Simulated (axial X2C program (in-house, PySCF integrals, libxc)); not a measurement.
# SnSi⁻: properties at the nuclei

Aim: properties at the nuclei of SnSi⁻, with spin–orbit coupling in the Hamiltonian from the start.

Computed with an in-house X2C program for linear molecules on PySCF integrals. Level: two-component X2C with atomic mean-field terms, Sn dyall-acv3z, Si dyall-av3z.

All values are calculated.

### Step 1. The job

The input, task.json:

```json
{"zs": [50, 14], "q": -1, "bas": ["dyall-acv3z", "dyall-av3z"], "r0": 2.56, "levels": ["PBE0", "HF", "r2SCAN", "BHandHLYP", "B3LYP"], "nst": 3}
```

Keys: zs atomic numbers; q charge; bas basis sets; r0 starting distance in Å; levels methods (HF also brings MP2); nst determinants followed.

Started as:

```sh
python soeom.py task.json out
```

After this run come: Expectation values, lowest determinant; Expectation values, a higher determinant; Expectation values, a higher determinant.

Before running it: what results should come out? Wanted: lowest determinant; Eeff magnitude; Ws magnitude Sn; A∥/gI Sn; qzz Sn; higher determinant (for each run or level that gives them).

**Answer**, as computed:

| quantity | value |
| --- | --- |
| lowest determinant | Ω = 3/2 (excess of +ω over −ω: ω = 3/2) |
| Eeff magnitude (GV/cm), PBE0 | 0.0228 |
| Ws magnitude Sn (kHz), PBE0 | 0.0573 |
| A∥/gI Sn (MHz), PBE0 | 175 |
| qzz Sn (a.u.), PBE0 | -5.49 |
| higher determinant | Ω = 1/2 (excess of +ω over −ω: ω = 1/2) |
| Eeff magnitude (GV/cm), PBE0, higher determinant | 1.46 |
| Ws magnitude Sn (kHz), PBE0, higher determinant | 1.73 |
| A∥/gI Sn (MHz), PBE0, higher determinant | 502 |
| qzz Sn (a.u.), PBE0, higher determinant | -4.59 |
| higher determinant | Ω = 1/2 (excess of +ω over −ω: 2 × ω = -1/2, ω = 3/2) |
| Eeff magnitude (GV/cm), PBE0, higher determinant | 0.379 |
| Ws magnitude Sn (kHz), PBE0, higher determinant | 0.58 |
| A∥/gI Sn (MHz), PBE0, higher determinant | -1730 |
| qzz Sn (a.u.), PBE0, higher determinant | -5.54 |

In words: In the first state, the effective field runs from 0.0151 to 1.59 GV/cm over the mean-field levels, so the levels don't agree on it. The expectation values come from single determinants, which for open shells can mix terms of unlike spin or miss the lowest Ω, so a determinant need not be a state. Eeff is the effective electric field on the electron dipole moment in this Ω state and Ws the scalar–pseudoscalar constant (defined with the proton number Z and per Ω); A∥ is the parallel hyperfine constant, which follows by multiplying with the nuclear g factor gI = μI/(I μN); qzz is the electric field gradient, eQq0 = 234.96 MHz × Q/barn × qzz. The operators were transformed with the bare-nucleus X2C matrices. A second determinant lies within 0.1 eV of the first, so their order is not settled at this level.
